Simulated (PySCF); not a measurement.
# C5H6F3P: vibronic structure

Programs: PySCF 2.14.0, with routines of our own; each step states its level. All values are computed. Atoms count from 0.

### Step 1. The system as given

15 atoms, charge 0, multiplicity 1; geometry from: GFN2-xTB.

### Step 2. Vibronic structure: TDDFT B3LYP/cc-pVDZ

What the job is given:

```
{"job": {"kind": "vib", "xc": "B3LYP", "basis": "cc-pVDZ", "tda": false}, "charge": 0, "multiplicity": 1}
C     -2.082748     1.437853     0.022262
C     -1.144643     0.552133     0.319352
C     -0.376335    -0.169935    -0.700839
P     -0.154873    -2.026531    -0.577374
C      1.049722    -0.622331    -0.462989
C      1.765335    -0.275034     0.806081
F      3.006848    -0.786021     0.818773
F      1.906509     1.054617     0.964374
F      1.169273    -0.719005     1.924212
H     -2.325801     1.688064    -0.996932
H     -2.635654     1.949889     0.789096
H     -0.924297     0.322012     1.352576
H     -0.566941     0.179013    -1.712892
H     -0.417943    -2.073583     0.795642
H      1.727134    -0.503153    -1.305702
```

With the program's defaults for keys left out, this is: TDDFT B3LYP/cc-pVDZ vertical-gradient vibronic structure (displaced harmonic oscillators, Condon), gas phase.

Command:

```sh
$ OMP_NUM_THREADS=1 python excited_run.py task.json out
```

The driver reads the jobs from task.json and runs them one after another.

**Question.** How long does this first job take on 1 thread of Arm Neoverse N1, shared host, and how much memory does it need?

About 85 s, with a peak of 0.89 GiB.
